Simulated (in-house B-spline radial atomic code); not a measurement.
**Se²³⁺: a one-valence-electron spectrum**

Question: which levels, fine-structure intervals and matrix elements has Se²³⁺, treated as one electron over a closed core?

Program: an in-house B-spline radial atomic code, version 1. Level of theory: frozen-core Dirac-Hartree-Fock, second-order and screened correlation potential (Brueckner orbitals), static RPA core polarisation, Breit and QED for the lowest s, p, d states, no-pair Dirac-Coulomb. These are calculated values, not measurements, unless marked.

### 1 The system

| Property | Result |
| --- | --- |
| element | selenium (Z = 34) |
| charge | +23 |
| core | [He] 2s2 2p6 |
| nucleus | mass number 80, rms radius 4.140 fm |

### 2 The run

Settings of the run, as the program recorded them:

```ini
basis_form = 2
Z = 34
core_configuration = [He] 2s2 2p6
rms_radius = 4.14
mass_number = 80
speed_of_light = 137.035999084
box_radius = 8.8
lmax = 6
intervals = 62
virtual_cutoff = 2312.0
```

Started as:

```sh
> python run_mb.py task.json out
```

Main fields of the result record, rounded:

```text
{
  "status": "converged",
  "warnings": ["a state reaches the box edge"],
  "core_hf_energy [hartree]": -2056.6228741,
  "lowest_core_excitation [hartree]": 52.9358,
  "core_polarisability [au]": 0.00156855,
  "core_quadrupole_polarisability [au]": 8.81246e-05,
  "states": [
    {"name": "3s1/2", "dhf": -38.07902, "second_order": -0.02767865, "tail": -0.0002244, "brueckner2": -38.10673, "screened": -38.10639, "overlap": 1.0, "breit": 0.013168, "qed": 0.0091139, "r": 0.476001, "edge": 2.3e-14},
    {"name": "4s1/2", "dhf": -20.42046, "second_order": -0.01165375, "tail": -7.914e-05, "brueckner2": -20.43212, "screened": -20.43188, "overlap": 1.0, "breit": 0.0050574, "qed": 0.0035791, "r": 0.883305, "edge": 1e-14},
    {"name": "5s1/2", "dhf": -12.72587, "second_order": -0.005303318, "tail": -3.714e-05, "brueckner2": -12.73117, "screened": -12.73104, "overlap": 1.0, "r": 1.41553, "edge": 3.5e-14},
    {"name": "6s1/2", "dhf": -8.686677, "second_order": -0.00288255, "tail": -2.047e-05, "brueckner2": -8.68956, "screened": -8.689482, "overlap": 1.0, "r": 2.07273, "edge": 6.5e-13},
    {"name": "3p1/2", "dhf": -36.16603, "second_order": -0.03386167, "tail": -0.000268, "brueckner2": -36.19993, "screened": -36.19945, "overlap": 1.0, "breit": 0.021621, "qed": -0.00060118, "r": 0.459877, "edge": 1.1e-14},
    {"name": "4p1/2", "dhf": -19.64475, "second_order": -0.0138025, "tail": -9.494e-05, "brueckner2": -19.65857, "screened": -19.65826, "overlap": 1.0, "breit": 0.0085146, "qed": -0.00022976, "r": 0.876848, "edge": 1.2e-15},
    {"name": "5p1/2", "dhf": -12.33903, "second_order": -0.006344814, "tail": -4.483e-05, "brueckner2": -12.34537, "screened": -12.34521, "overlap": 1.0, "r": 1.4185, "edge": 4.7e-14},
    {"name": "6p1/2", "dhf": -8.46685, "second_order": -0.003472352, "tail": -2.483e-05, "brueckner2": -8.470323, "screened": -8.470225, "overlap": 1.0, "r": 2.08506, "edge": 1.1e-12},
    {"name": "3p3/2", "dhf": -35.79859, "second_order": -0.0327934, "tail": -0.0002604, "brueckner2": -35.83142, "screened": -35.83095, "overlap": 1.0, "breit": 0.013433, "qed": 0.00021603, "r": 0.465134, "edge": 1.1e-14},
    {"name": "4p3/2", "dhf": -19.49825, "second_order": -0.01345944, "tail": -9.307e-05, "brueckner2": -19.51172, "screened": -19.51142, "overlap": 1.0, "breit": 0.0051937, "qed": 9.2422e-05, "r": 0.883797, "edge": 1.8e-16},
    {"name": "5p3/2", "dhf": -12.26614, "second_order": -0.006211167, "tail": -4.41e-05, "brueckner2": -12.27236, "screened": -12.27219, "overlap": 1.0, "r": 1.42721, "edge": 6.2e-14},
    {"name": "6p3/2", "dhf": -8.42542, "second_order": -0.003406413, "tail": -2.448e-05, "brueckner2": -8.428827, "screened": -8.428731, "overlap": 1.0, "r": 2.09554, "edge": 1.3e-12},
    {"name": "3d3/2", "dhf": -33.23761, "second_order": -0.03743093, "tail": -0.0008946, "brueckner2": -33.27507, "screened": -33.27475, "overlap": 1.0, "breit": 0.0086396, "qed": -0.00040814, "r": 0.412222, "edge": 2.2e-15},
    {"name": "4d3/2", "dhf": -18.5449, "second_order": -0.0127266, "tail": -0.0002939, "brueckner2": -18.55762, "screened": -18.55742, "overlap": 1.0, "breit": 0.0032626, "qed": -0.0001513, "r": 0.843475, "edge": 3.6e-17},
    {"name": "5d3/2", "dhf": -11.80301, "second_order": -0.005663107, "tail": -0.0001357, "brueckner2": -11.80867, "screened": -11.80855, "overlap": 1.0, "r": 1.39831, "edge": 2.9e-14},
    {"name": "6d3/2", "dhf": -8.16498, "second_order": -0.00306819, "tail": -7.449e-05, "brueckner2": -8.168048, "screened": -8.167977, "overlap": 1.0, "r": 2.0779, "edge": 2.1e-12},
    {"name": "3d5/2", "dhf": -33.16784, "second_order": -0.03653295, "tail": -0.0008776, "brueckner2": -33.2044, "screened": -33.20412, "overlap": 1.0, "breit": 0.0037269, "qed": -0.00018769, "r": 0.413642, "edge": 2.2e-15},
    {"name": "4d5/2", "dhf": -18.51406, "second_order": -0.01241503, "tail": -0.0002893, "brueckner2": -18.52648, "screened": -18.52628, "overlap": 1.0, "breit": 0.0013985, "qed": -5.8135e-05, "r": 0.845277, "edge": 8.5e-17},
    {"name": "5d5/2", "dhf": -11.78703, "second_order": -0.005524317, "tail": -0.0001338, "brueckner2": -11.79255, "screened": -11.79244, "overlap": 1.0, "r": 1.40052, "edge": 3.1e-14},
    {"name": "6d5/2", "dhf": -8.155696, "second_order": -0.002993666, "tail": -7.352e-05, "brueckner2": -8.158689, "screened": -8.158621, "overlap": 1.0, "r": 2.08052, "edge": 2.2e-12},
    {"name": "4f5/2", "dhf": -18.05629, "second_order": -0.008390448, "tail": -0.0002371, "brueckner2": -18.06469, "screened": -18.06474, "overlap": 1.0, "r": 0.744858, "edge": 5.3e-16},
    {"name": "5f5/2", "dhf": -11.55902, "second_order": -0.004502986, "tail": -0.0001427, "brueckner2": -11.56353, "screened": -11.56356, "overlap": 1.0, "r": 1.30503, "edge": 6.5e-16},
    {"name": "6f5/2", "dhf": -8.025819, "second_order": -0.002546413, "tail": -8.63e-05, "brueckner2": -8.028368, "screened": -8.028382, "overlap": 1.0, "r": 1.99056, "edge": 1.6e-12},
    {"name": "7f5/2", "dhf": -5.895078, "second_order": -0.0015818, "tail": -5.546e-05, "brueckner2": -5.896661, "screened": -5.896668, "overlap": 1.0, "r": 2.80119, "edge": 5.6e-08},
    {"name": "4f7/2", "dhf": -18.04468, "second_order": -0.008312158, "tail": -0.0002333, "brueckner2": -18.053, "screened": -18.05305, "overlap": 1.0, "r": 0.745649, "edge": 5.3e-16},
    {"name": "5f7/2", "dhf": -11.55303, "second_order": -0.004454117, "tail": -0.0001404, "brueckner2": -11.55749, "screened": -11.55752, "overlap": 1.0, "r": 1.30594, "edge": 6.9e-16},
    {"name": "6f7/2", "dhf": -8.022336, "second_order": -0.002517597, "tail": -8.492e-05, "brueckner2": -8.024856, "screened": -8.02487, "overlap": 1.0, "r": 1.99161, "edge": 1.6e-12},
    {"name": "7f7/2", "dhf": -5.892879, "second_order": -0.001563541, "tail": -5.457e-05, "brueckner2": -5.894444, "screened": -5.89445, "overlap": 1.0, "r": 2.80239, "edge": 5.7e-08},
    {"name": "5g7/2", "dhf": -11.52783, "second_order": -0.001363613, "tail": -8.657e-05, "brueckner2": -11.5292, "screened": -11.52921, "overlap": 1.0, "r": 1.14417, "edge": 9.1e-16},
    {"name": "6g7/2", "dhf": -8.005875, "second_order": -0.0008815416, "tail": -6.379e-05, "brueckner2": -8.006757, "screened": -8.006765, "overlap": 1.0, "r": 1.83092, "edge": 4.9e-13},
    {"name": "7g7/2", "dhf": -5.881846, "second_order": -0.0005724314, "tail": -4.422e-05, "brueckner2": -5.882419, "screened": -5.882424, "overlap": 1.0, "r": 2.64275, "edge": 2.3e-08},
    {"name": "5g9/2", "dhf": -11.5243, "second_order": -0.001358427, "tail": -8.596e-05, "brueckner2": -11.52566, "screened": -11.52566, "overlap": 1.0, "r": 1.14476, "edge": 9e-16},
    {"name": "6g9/2", "dhf": -8.003829, "second_order": -0.0008777684, "tail": -6.33e-05, "brueckner2": -8.004707, "screened": -8.004714, "overlap": 1.0, "r": 1.83158, "edge": 4.9e-13},
    {"name": "7g9/2", "dhf": -5.880558, "second_order": -0.0005698492, "tail": -4.387e-05, "brueckner2": -5.881128, "screened": -5.881132, "overlap": 1.0, "r": 2.64348, "edge": 2.3e-08}
  ]
}
```

Run time: 44 s. Hardware: 1 thread, shared host.

Fields of a state (hartree, bohr): dhf, the second-order shift, its tail beyond lmax, Brueckner energies at second order and screened, overlap with the DHF orbital, Breit and QED shifts, mean radii, and edge, the weight near the box wall.

2 further states of the record are not shown: above the first core excitation the self-energy has poles, and states at the box wall or far from their DHF orbital are unsound.

### 3 The levels

Removal energies in eV; the shifts add to the DHF value.

| state | DHF | Brueckner, 2nd order | screened | Breit + QED | final | quantum defect |
| --- | --- | --- | --- | --- | --- | --- |
| 3s1/2 | 1036.183 | 0.760 | 0.751 | -0.606 | 1036.328 | 0.250 |
| 3p1/2 | 984.128 | 0.930 | 0.917 | -0.572 | 984.473 | 0.179 |
| 3p3/2 | 974.129 | 0.900 | 0.888 | -0.371 | 974.646 | 0.164 |
| 3d3/2 | 904.441 | 1.044 | 1.035 | -0.224 | 905.253 | 0.058 |
| 3d5/2 | 902.543 | 1.019 | 1.011 | -0.096 | 903.458 | 0.055 |
| 4s1/2 | 555.669 | 0.319 | 0.313 | -0.235 | 555.747 | 0.245 |
| 4p1/2 | 534.561 | 0.378 | 0.370 | -0.225 | 534.706 | 0.172 |
| 4p3/2 | 530.574 | 0.369 | 0.361 | -0.144 | 530.792 | 0.158 |
| 4d3/2 | 504.632 | 0.354 | 0.349 | -0.085 | 504.896 | 0.060 |
| 4d5/2 | 503.793 | 0.346 | 0.340 | -0.036 | 504.097 | 0.057 |
| 4f5/2 | 491.337 | 0.235 | 0.236 | - | 491.573 | 0.007 |
| 4f7/2 | 491.021 | 0.233 | 0.234 | - | 491.255 | 0.006 |
| 5s1/2 | 346.289 | 0.145 | 0.142 | - | 346.430 | 0.244 |
| 5p1/2 | 335.762 | 0.174 | 0.169 | - | 335.931 | 0.170 |
| 5p3/2 | 333.779 | 0.170 | 0.166 | - | 333.945 | 0.156 |
| 5d3/2 | 321.176 | 0.158 | 0.155 | - | 321.331 | 0.061 |
| 5d5/2 | 320.741 | 0.154 | 0.151 | - | 320.892 | 0.058 |
| 5f5/2 | 314.537 | 0.127 | 0.128 | - | 314.664 | 0.009 |
| 5f7/2 | 314.374 | 0.125 | 0.126 | - | 314.500 | 0.008 |
| 5g7/2 | 313.688 | 0.039 | 0.040 | - | 313.728 | 0.002 |
| 5g9/2 | 313.592 | 0.039 | 0.040 | - | 313.632 | 0.001 |
| 6s1/2 | 236.377 | 0.079 | 0.077 | - | 236.453 | 0.243 |
| 6p1/2 | 230.395 | 0.095 | 0.092 | - | 230.487 | 0.169 |
| 6p3/2 | 229.267 | 0.093 | 0.091 | - | 229.358 | 0.155 |
| 6d3/2 | 222.180 | 0.085 | 0.084 | - | 222.264 | 0.062 |
| 6d5/2 | 221.928 | 0.083 | 0.082 | - | 222.009 | 0.059 |
| 6f5/2 | 218.394 | 0.072 | 0.072 | - | 218.466 | 0.011 |
| 6f7/2 | 218.299 | 0.071 | 0.071 | - | 218.370 | 0.009 |
| 6g7/2 | 217.851 | 0.026 | 0.026 | - | 217.877 | 0.003 |
| 6g9/2 | 217.795 | 0.026 | 0.026 | - | 217.821 | 0.002 |
| 7f5/2 | 160.413 | 0.045 | 0.045 | - | 160.458 | 0.011 |
| 7f7/2 | 160.353 | 0.044 | 0.044 | - | 160.398 | 0.010 |
| 7g7/2 | 160.053 | 0.017 | 0.017 | - | 160.070 | 0.003 |
| 7g9/2 | 160.018 | 0.017 | 0.017 | - | 160.035 | 0.002 |

Doublet splittings in cm⁻¹:

| doublet | DHF | final (correlation, and Breit and QED where computed) |
| --- | --- | --- |
| 3p | 80643 | 79260 |
| 3d | 15312 | 14477 |
| 4p | 32153 | 31569 |
| 4d | 6767 | 6445 |
| 4f | 2548 | 2566 |
| 5p | 15996 | 16025 |
| 5d | 3507 | 3536 |
| 5f | 1315 | 1326 |
| 5g | 776.2 | 777.5 |
| 6p | 9093 | 9107 |
| 6d | 2038 | 2054 |
| 6f | 764.4 | 771.0 |
| 6g | 449.2 | 450.1 |
| 7f | 482.7 | 486.9 |
| 7g | 282.9 | 283.5 |

### 4 Transitions

The record's fields for this part:

```text
{
  "matrix_elements": [
    [1, "3p1/2", "3s1/2", 0.37959, 0.37359, 0.37327],
    [1, "3p1/2", "4s1/2", -0.10069, -0.10262, -0.10252],
    [1, "3p1/2", "5s1/2", -0.037479, -0.038599, -0.038576],
    [1, "3p1/2", "6s1/2", -0.021743, -0.022512, -0.022502],
    [1, "4p1/2", "3s1/2", -0.12489, -0.12648, -0.12667],
    [1, "4p1/2", "4s1/2", 0.71749, 0.71489, 0.71447],
    [1, "4p1/2", "5s1/2", -0.19757, -0.19872, -0.19836],
    [1, "4p1/2", "6s1/2", -0.071417, -0.072175, -0.072076],
    [1, "5p1/2", "3s1/2", -0.056753, -0.057562, -0.057617],
    [1, "5p1/2", "4s1/2", -0.19641, -0.1975, -0.19761],
    [1, "5p1/2", "5s1/2", 1.1565, 1.1551, 1.1546],
    [1, "5p1/2", "6s1/2", -0.32382, -0.32452, -0.32403],
    [1, "6p1/2", "3s1/2", -0.035338, -0.035851, -0.035879],
    [1, "6p1/2", "4s1/2", -0.087762, -0.088437, -0.088464],
    [1, "6p1/2", "5s1/2", -0.2826, -0.28329, -0.28348],
    [1, "6p1/2", "6s1/2", 1.6967, 1.696, 1.6954],
    [1, "3p3/2", "3s1/2", -0.54076, -0.53227, -0.53183],
    [1, "3p3/2", "4s1/2", 0.15258, 0.15524, 0.15511],
    [1, "3p3/2", "5s1/2", 0.055946, 0.057489, 0.057459],
    [1, "3p3/2", "6s1/2", 0.032315, 0.033373, 0.033361],
    [1, "4p3/2", "3s1/2", 0.16668, 0.16902, 0.16929],
    [1, "4p3/2", "4s1/2", -1.0192, -1.0155, -1.0149],
    [1, "4p3/2", "5s1/2", 0.29765, 0.29925, 0.29876],
    [1, "4p3/2", "6s1/2", 0.10593, 0.10698, 0.10685],
    [1, "5p3/2", "3s1/2", 0.077128, 0.078344, 0.078423],
    [1, "5p3/2", "4s1/2", 0.26055, 0.26213, 0.26227],
    [1, "5p3/2", "5s1/2", -1.6402, -1.6383, -1.6376],
    [1, "5p3/2", "6s1/2", 0.48636, 0.48734, 0.48666],
    [1, "6p3/2", "3s1/2", 0.048332, 0.049113, 0.049154],
    [1, "6p3/2", "4s1/2", 0.11863, 0.11962, 0.11965],
    "... 343 more rows left out ..."
  ]
}
```

Each row: multipole K, the two states, and the reduced element at DHF, with RPA, and with Brueckner orbitals and RPA (atomic units); rows between the states shown.

Electric-dipole lines from the final energies and elements:

| upper | lower | wavelength (nm) | rate (1/s) | oscillator strength |
| --- | --- | --- | --- | --- |
| 3p1/2 | 3s1/2 | 23.910 | 1.03e+10 | 0.0885 |
| 3p3/2 | 3s1/2 | 20.101 | 1.76e+10 | 0.214 |
| 4p1/2 | 3s1/2 | 2.4717 | 1.08e+12 | 0.0986 |
| 4p3/2 | 3s1/2 | 2.4525 | 9.84e+11 | 0.177 |
| 5p1/2 | 3s1/2 | 1.7702 | 6.06e+11 | 0.0285 |
| 5p3/2 | 3s1/2 | 1.7652 | 5.66e+11 | 0.0529 |
| 6p1/2 | 3s1/2 | 1.5386 | 3.58e+11 | 0.0127 |
| 6p3/2 | 3s1/2 | 1.5364 | 3.37e+11 | 0.0239 |
| 3d3/2 | 3p1/2 | 15.651 | 2.82e+10 | 0.207 |
| 4s1/2 | 3p1/2 | 2.8919 | 4.40e+11 | 0.0552 |
| 4d3/2 | 3p1/2 | 2.5853 | 1.87e+12 | 0.375 |
| 5s1/2 | 3p1/2 | 1.9432 | 2.05e+11 | 0.0116 |
| 5d3/2 | 3p1/2 | 1.8696 | 1.04e+12 | 0.109 |
| 6s1/2 | 3p1/2 | 1.6575 | 1.13e+11 | 0.00464 |
| 6d3/2 | 3p1/2 | 1.6266 | 6.04e+11 | 0.0479 |
| 3d3/2 | 3p3/2 | 17.867 | 3.79e+09 | 0.0181 |

### 5 Hyperfine structure

From the fields A (MHz per unit nuclear g-factor, uniformly magnetised nucleus), B (MHz per barn) and alpha0 of the same record:

| state | A, DHF | A, RPA | A, Brueckner + RPA | B, final | α0 (bohr³) |
| --- | --- | --- | --- | --- | --- |
| 3s1/2 | 254600 | 265921 | 266845 | - | 0.06843 |
| 3p1/2 | 77498 | 81386 | 81661 | - | 0.003405 |
| 3p3/2 | 14022 | 13556 | 13601 | 27284 | 0.01021 |
| 3d3/2 | 6738 | 6692 | 6710 | 3977 | -0.008689 |
| 3d5/2 | 2850 | 2151 | 2157 | 5546 | -0.01006 |
| 4s1/2 | 100342 | 104333 | 104595 | - | - |
| 4p1/2 | 30994 | 32354 | 32424 | - | - |
| 4p3/2 | 5626 | 5416 | 5427 | 10884 | - |
| 4d3/2 | 2786 | 2762 | 2766 | 1698 | - |
| 4d5/2 | 1178 | 1032 | 1034 | 2360 | - |
| 4f5/2 | 693.6 | 707.7 | 709.5 | 869 | -0.2290 |
| 4f7/2 | 384.2 | 347.0 | 347.9 | 1009 | -0.2386 |
| 5s1/2 | 49452 | 51337 | 51441 | - | - |
| 5p1/2 | 15428 | 16070 | 16095 | - | - |

### 6 Results

| quantity | value |
| --- | --- |
| lowest one-electron state over this core | 3s1/2 |
| its removal energy | 1036.3 eV (DHF 1036.2 eV) |
| next one-electron state | 3p1/2 at 51.86 eV |
| strongest of the lines computed from the lowest state (states outside the list are missing) | 3p3/2, 20.10 nm, f = 0.214 |
| polarisability of the lowest state | 0.06843 bohr³ |
| core polarisability | 0.001569 bohr³ |
| semi-empirical ionisation energy | 1036.4 eV (NIST Atomic Spectra Database, ionization energies) |

Correlation with the core adds 0.072 % to the binding of 3s1/2, and the screened shift differs from the second-order Brueckner one by -1.2 %. The quantum defects of the lowest states are s 0.25, p 0.18, d 0.06, f 0.01, g 0.00: they fall with l, as the electron reaches less into the core. Core polarisation and Brueckner orbitals change the element of the strongest line by -1.7 %. The semi-empirical ionisation energy, 1036.4 eV, is missed by -0.0031 % at the final rung.
